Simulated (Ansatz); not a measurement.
The system is NiMoIrPdW.

```
Ni Mo Pd Ir W
1.0
     2.76078    0.00000    0.00000
    -1.38039    2.39090    0.00000
     0.00000    0.00000   11.34051
Ni Mo Pd Ir W
1 1 1 1 1
Direct
  0.00000 0.00000 0.70917
  0.66667 0.33333 0.29425
  0.66667 0.33333 0.89901
  0.00000 0.00000 0.10604
  0.66667 0.33333 0.52921
```

The cell was built by a generator and needn't be a form met in nature.

```yaml
Program: Ansatz 0.2.0
Task: single point
Functional: PBE
Potentials_or_basis: Ansatz PAW
Cutoff: "420 eV (not typed: the program's choice for these potentials)"
k_mesh: 11 × 11 × 3
Occupations: fermi-dirac, width 0.05 eV
Spin: collinear spin, ferromagnetic start
Starting_moments: "[1.0, 1.0, 0.0, 0.6, 0.0] μB"
```

On this cell: pressure -0.2 GPa; largest force 0.281 eV/Å; net moment 0.00 μB per cell; band gap on the k mesh none (metal or under the smearing width).

The same run follows on a disturbed copy (atoms moved at random, drawn with an rms of 0.05 Å):

```
Ni Mo Pd Ir W
1.0
     2.76078    0.00000    0.00000
    -1.38039    2.39090    0.00000
     0.00000    0.00000   11.34051
Ni Mo Pd Ir W
1 1 1 1 1
Direct
  0.98851 0.99283 0.70875
  0.68579 0.33656 0.29217
  0.67179 0.33901 0.90095
  0.00651 0.01332 0.10435
  0.66463 0.32541 0.52906
```

Q: What does the disturbed cell give?

A: The energy (extrapolated to zero smearing) moves by +2.4 meV/atom; pressure 0.0 GPa; largest force 0.513 eV/Å; net moment 0.00 μB per cell; band gap on the k mesh none (metal or under the smearing width).

Forces on the atoms (eV/Å):
```
Ni   0.059  0.025  0.097
Mo  -0.048  0.199  0.471
Pd  -0.028  0.005 -0.287
Ir   0.205 -0.124 -0.073
W   -0.189 -0.104 -0.208
```

Stress tensor (GPa, compression positive):
```
 0.18 -0.62 -1.55
-0.62 -0.15 -0.31
-1.55 -0.31  0.07
```

Caveats: the starting moments weren't kept.
